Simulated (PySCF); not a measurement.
**MeOCH2CF3: electronic excitations and core binding energies**

Aim: predict the electronic excitations and core binding energies of MeOCH2CF3 (`COCC(F)(F)F`).

The runs use PySCF 2.14.0, with density-fitted response routines of our own; the level of theory stands in each step. All values are computed, except where a source is named. Atoms are numbered from 0 throughout.

### Step 1. Starting geometry

12 atoms, charge 0, multiplicity 1; geometry from: GFN2-xTB.

Bonds of the start (Å): C0–O1 1.42, O1–C2 1.39, C2–C3 1.54, C3–F4 1.34, C3–F5 1.34, C3–F6 1.33, C0–H7 1.09, C0–H8 1.09, C0–H9 1.10, C2–H10 1.10, C2–H11 1.09.

### Step 2. TDDFT and polarisability: B3LYP/def2-SVPD

The job: settings as JSON, then the geometry in Å.

```
{"job": {"kind": "uv", "xc": "B3LYP", "basis": "def2-SVPD", "nstates": 8, "ntriplets": 3}, "charge": 0, "multiplicity": 1}
C      1.657006    -0.251136    -0.114593
O      0.633952     0.117645    -1.020564
C     -0.488254     0.695202    -0.437900
C     -1.348569    -0.294526     0.363208
F     -2.576921     0.206807     0.568928
F     -0.844740    -0.560461     1.579762
F     -1.499824    -1.466138    -0.255999
H      2.508548    -0.529573    -0.730725
H      1.367560    -1.103509     0.506084
H      1.928386     0.590708     0.531243
H     -0.228863     1.522296     0.241464
H     -1.107082     1.072000    -1.256935
```

With the program's defaults for keys left out, this is: TDDFT B3LYP/def2-SVPD, vertical, gas phase, core orbitals frozen in the response.

Output:

```text
coarse grid: 10704 points
cycle   1  E = -491.4922478763  dE =  9.611e-01  |g| = 9.735e-01  |ddm| = 4.373e+00
cycle   2  E = -491.2169316961  dE =  2.753e-01  |g| = 1.620e+00  |ddm| = 2.122e+00
cycle   3  E = -491.6580152804  dE = -4.411e-01  |g| = 9.377e-02  |ddm| = 1.333e+00
cycle   4  E = -491.6589374208  dE = -9.221e-04  |g| = 6.467e-02  |ddm| = 1.364e-01
cycle   5  E = -491.6596558564  dE = -7.184e-04  |g| = 1.147e-02  |ddm| = 5.719e-02
cycle   6  E = -491.6596773127  dE = -2.146e-05  |g| = 3.357e-03  |ddm| = 1.316e-02
cycle   7  E = -491.6596798411  dE = -2.528e-06  |g| = 3.466e-04  |ddm| = 4.108e-03
final grid: 106504 points
cycle   8  E = -491.7348411994  dE = -4.259e-05  |g| = 6.534e-03  |ddm| = 8.146e-02
cycle   9  E = -491.7348339431  dE =  7.256e-06  |g| = 9.287e-03  |ddm| = 1.411e-02
cycle  10  E = -491.7348493503  dE = -1.541e-05  |g| = 7.614e-04  |ddm| = 7.432e-03
cycle  11  E = -491.7348494696  dE = -1.193e-07  |g| = 1.917e-04  |ddm| = 9.685e-04
cycle  12  E = -491.7348494761  dE = -6.541e-09  |g| = 8.114e-05  |ddm| = 2.307e-04
cycle  13  E = -491.7348494772  dE = -1.065e-09  |g| = 1.954e-05  |ddm| = 7.786e-05
cycle  14  E = -491.7348494773  dE = -6.855e-11  |g| = 2.490e-06  |ddm| = 2.370e-05
converged SCF energy = -491.7348494773

Static polarisability (au): isotropic 46.000, principal 42.755 43.451 51.793

Singlet excitations
state   eV       nm        f      main configurations
  1   7.2910    170.1   0.01546   H->L 0.95
  2   8.0161    154.7   0.01950   H->L+2 0.69, H->L+1 0.24
  3   8.2106    151.0   0.00652   H->L+1 0.75, H->L+2 0.22
  4   8.5281    145.4   0.03499   H->L+3 0.77, H->L+4 0.20
  5   8.7376    141.9   0.00882   H-1->L 0.78, H->L+4 0.14
  6   8.7416    141.8   0.00951   H->L+4 0.62, H->L+3 0.19, H-1->L 0.14
  7   9.1648    135.3   0.00262   H->L+5 0.85, H->L+6 0.11
  8   9.3825    132.1   0.00672   H->L+6 0.85, H->L+5 0.11

Triplet excitations (Tamm-Dancoff, eV): 7.0985 7.6502 8.1079
```

Run time: 21 s. Hardware: 1 thread, shared host.

Frontier orbitals and where they lie:

```
orbital      eV                       atoms
 HOMO−3  -11.19   F6 21 %, C2 18 %, C0 14 %
 HOMO−2  -11.14   C0 26 %, C2 22 %, H7 14 %
 HOMO−1   -9.47   O1 52 %, C0 14 %, C2 11 %
   HOMO   -8.04    O1 59 %, C0 11 %, C2 7 %
   LUMO    0.28  C0 20 %, C2 17 %, H10 10 %
 LUMO+1    1.06   C0 16 %, H9 12 %, H7 12 %
 LUMO+2    1.08    F4 19 %, O1 18 %, C3 9 %
```

With each of the 8 states as a Gaussian band of 0.4 eV half-width at 1/e, the curve within the window shown has maxima at 169 nm (ε 660), 145 nm (ε 2,300) L/(mol cm). Beyond the last state computed it falls off for lack of states. The curve at chosen wavelengths:

```
 nm  ε (L/mol/cm)
128           178
130           298
133           477
135           637
137           912
139          1321
142          1978
144          2237
146          2270
149          2015
151          1769
153          1521
155          1279
158           945
160           774
162           671
164           636
167           655
169           664
171           640
174           531
176           428
178           321
180           225
183           117
185            71
```

Ground-state properties from the same run:

```
           property  computed
  dipole moment (D)      2.05
polarisability (Å³)      6.82
 HOMO–LUMO gap (eV)      8.32
      −ε(HOMO) (eV)      8.04
```

### Step 3. Core holes by ΔSCF: SCAN, X2C

Settings changed since step 2:

```diff
@@ -1,2 +1,2 @@
-{"job": {"kind": "uv", "xc": "B3LYP", "basis": "def2-SVPD", "nstates": 8, "ntriplets": 3}, "charge": 0, "multiplicity": 1}
+{"job": {"kind": "xps"}, "charge": 0, "multiplicity": 1}
 C      1.657006    -0.251136    -0.114593
```

With the program's defaults for keys left out, this is: delta-SCF UKS SCAN, pcX-2 on the ionised atom, pcseg-1 elsewhere, spin-free X2C.

Output:

```text
ground state, core basis on atom 0 (C), 154 functions
  cycle   1  E = -492.05626738  |g| = 9.02e-01
  cycle   2  E = -491.75195227  |g| = 1.61e+00
  cycle   3  E = -492.19549680  |g| = 1.15e-01
  cycle   4  E = -492.19741651  |g| = 6.81e-02
  cycle   5  E = -492.19823291  |g| = 1.64e-02
  cycle   6  E = -492.19827427  |g| = 5.50e-03
  cycle   7  E = -492.19828255  |g| = 1.12e-03
  cycle   8  E = -492.19828244  |g| = 4.90e-04
  E(ground) = -492.19700586 Eh
hole in C 1s of atom 0
  cycle   1  E = -480.90214210  |g| = 1.50e+00
  cycle   2  E = -480.11433521  |g| = 1.90e+00
  cycle   3  E = -481.39379373  |g| = 3.69e-01
  cycle   4  E = -481.43460531  |g| = 1.73e-01
  cycle   5  E = -481.44504585  |g| = 6.43e-02
  cycle   6  E = -481.44649025  |g| = 1.93e-02
  cycle   7  E = -481.44663583  |g| = 6.47e-03
  cycle   8  E = -481.44665961  |g| = 3.15e-03
  cycle   9  E = -481.44666523  |g| = 1.97e-03
  cycle  10  E = -481.44666946  |g| = 1.00e-03
  cycle  11  E = -481.44666953  |g| = 2.90e-04
  E(ion) = -481.44458533 Eh   <S^2> = 0.7721   hole on atom = 1.000   binding energy = 292.588 eV
ground state, core basis on atom 1 (O), 154 functions
  cycle   1  E = -492.22694781  |g| = 9.36e-02
  cycle   2  E = -492.22679588  |g| = 3.81e-02
  cycle   3  E = -492.22664746  |g| = 4.88e-02
  cycle   4  E = -492.22706828  |g| = 5.22e-03
  cycle   5  E = -492.22707494  |g| = 6.53e-04
  cycle   6  E = -492.22707613  |g| = 2.10e-04
  E(ground) = -492.22406770 Eh
hole in O 1s of atom 1
  cycle   1  E = -471.59764182  |g| = 2.22e+00
  cycle   2  E = -471.01449817  |g| = 2.29e+00
  cycle   3  E = -472.34031950  |g| = 4.83e-01
  cycle   4  E = -472.38485180  |g| = 2.85e-01
  cycle   5  E = -472.40896332  |g| = 8.20e-02
  cycle   6  E = -472.41106640  |g| = 1.59e-02
  cycle   7  E = -472.41114812  |g| = 6.42e-03
  cycle   8  E = -472.41116009  |g| = 2.75e-03
  cycle   9  E = -472.41116340  |g| = 9.13e-04
  cycle  10  E = -472.41116396  |g| = 3.06e-04
  E(ion) = -472.40952683 Eh   <S^2> = 0.7621   hole on atom = 1.000   binding energy = 539.181 eV
ground state, core basis on atom 2 (C), 154 functions
  cycle   1  E = -492.20019276  |g| = 7.43e-02
  cycle   2  E = -492.19916355  |g| = 8.98e-02
  cycle   3  E = -492.20050581  |g| = 2.57e-02
  cycle   4  E = -492.20062472  |g| = 3.34e-03
  cycle   5  E = -492.20062668  |g| = 9.70e-04
  cycle   6  E = -492.20062334  |g| = 1.81e-04
  E(ground) = -492.19941119 Eh
hole in C 1s of atom 2
  cycle   1  E = -480.87236918  |g| = 1.51e+00
  cycle   2  E = -479.83260107  |g| = 2.10e+00
  cycle   3  E = -481.35012176  |g| = 4.42e-01
  cycle   4  E = -481.39652476  |g| = 2.74e-01
  cycle   5  E = -481.42057555  |g| = 6.29e-02
  cycle   6  E = -481.42184192  |g| = 2.22e-02
  cycle   7  E = -481.42203135  |g| = 8.90e-03
  cycle   8  E = -481.42206350  |g| = 4.86e-03
  cycle   9  E = -481.42207609  |g| = 1.93e-03
  cycle  10  E = -481.42207803  |g| = 9.45e-04
  cycle  11  E = -481.42208010  |g| = 3.85e-04
  E(ion) = -481.42128301 Eh   <S^2> = 0.7730   hole on atom = 1.000   binding energy = 293.288 eV
ground state, core basis on atom 3 (C), 154 functions
  cycle   1  E = -492.20953624  |g| = 6.35e-02
  cycle   2  E = -492.20940985  |g| = 4.06e-02
  cycle   3  E = -492.20953674  |g| = 3.16e-02
  cycle   4  E = -492.20970435  |g| = 3.58e-03
  cycle   5  E = -492.20970426  |g| = 9.68e-04
  cycle   6  E = -492.20970793  |g| = 3.29e-04
  E(ground) = -492.20820003 Eh
hole in C 1s of atom 3
  cycle   1  E = -480.71485821  |g| = 1.50e+00
  cycle   2  E = -473.51177807  |g| = 3.66e+00
  cycle   3  E = -480.84723386  |g| = 9.70e-01
  cycle   4  E = -481.14336762  |g| = 5.39e-01
  cycle   5  E = -481.23715034  |g| = 1.54e-01
  cycle   6  E = -481.24296684  |g| = 8.11e-02
  cycle   7  E = -481.24526045  |g| = 2.59e-02
  cycle   8  E = -481.24546924  |g| = 7.98e-03
  cycle   9  E = -481.24549882  |g| = 1.95e-03
  cycle  10  E = -481.24550270  |g| = 1.17e-03
  cycle  11  E = -481.24550236  |g| = 4.53e-04
  E(ion) = -481.24739117 Eh   <S^2> = 0.7718   hole on atom = 1.000   binding energy = 298.259 eV
ground state, core basis on atom 4 (F), 154 functions
  cycle   1  E = -492.24104059  |g| = 1.19e-01
  cycle   2  E = -492.24060714  |g| = 6.95e-02
  cycle   3  E = -492.24067209  |g| = 6.63e-02
  cycle   4  E = -492.24126406  |g| = 3.23e-03
  cycle   5  E = -492.24126529  |g| = 1.06e-03
  cycle   6  E = -492.24126580  |g| = 2.20e-04
  E(ground) = -492.24236047 Eh
hole in F 1s of atom 4
  cycle   1  E = -465.84850879  |g| = 2.58e+00
  cycle   2  E = -464.39924651  |g| = 2.65e+00
  cycle   3  E = -466.11477181  |g| = 1.20e+00
  cycle   4  E = -466.68017577  |g| = 3.89e-01
  cycle   5  E = -466.71942117  |g| = 1.66e-01
  cycle   6  E = -466.72874396  |g| = 4.37e-02
  cycle   7  E = -466.72948434  |g| = 1.24e-02
  cycle   8  E = -466.72952447  |g| = 5.52e-03
  cycle   9  E = -466.72953549  |g| = 1.38e-03
  cycle  10  E = -466.72953550  |g| = 4.83e-04
  E(ion) = -466.73797530 Eh   <S^2> = 0.7573   hole on atom = 1.000   binding energy = 694.010 eV
```

It took 27 s on 1 thread, shared host.

Binding energies by hole, beside the orbital energy of the ground state; the difference holds orbital relaxation and, for a density functional, its self-interaction error:

```
     hole  stands for                environment  ΔSCF (eV)  −ε (eV)   ⟨S²⟩
C1s on C0          C0  methyl carbon bonded to O     292.59    275.0  0.772
O1s on O1          O1               ether oxygen     539.18    517.4  0.762
C1s on C2          C2        sp3 CH2 bonded to O     293.29    275.9  0.773
C1s on C3          C3                 CF3 carbon     298.26    280.4  0.772
F1s on F4  F4, F5, F6    fluorine of a CF3 group     694.01    667.8  0.757
```

Each hole run stands for the others of its class of like atoms.

### Step 4. Results

```
                                quantity                               value
        lowest singlet (B3LYP/def2-SVPD)         7.29 eV (170 nm), f = 0.015
brightest single state of those computed         state 4, 8.53 eV, f = 0.035
                          lowest triplet                             7.10 eV
        C1s binding energies, SCAN/pcX-2  C3 298.26, C2 293.29, C0 292.59 eV
        O1s binding energies, SCAN/pcX-2                        O1 539.18 eV
        F1s binding energies, SCAN/pcX-2                        F4 694.01 eV
```

What this shows: The first singlet state (HOMO→LUMO 0.95) lies at 7.29 eV and is weak; of the 8 states computed, the strongest absorption comes from state 4 at 8.53 eV. The lowest triplet lies 0.19 eV below the lowest singlet (triplets in Tamm-Dancoff, singlets in full TDDFT). States above −ε(HOMO) lie where TDDFT describes them poorly and they hang on the basis; the brightest is among them. C3 (CF3 carbon) binds its C1s electron 5.67 eV more tightly than C0 (methyl carbon bonded to O).
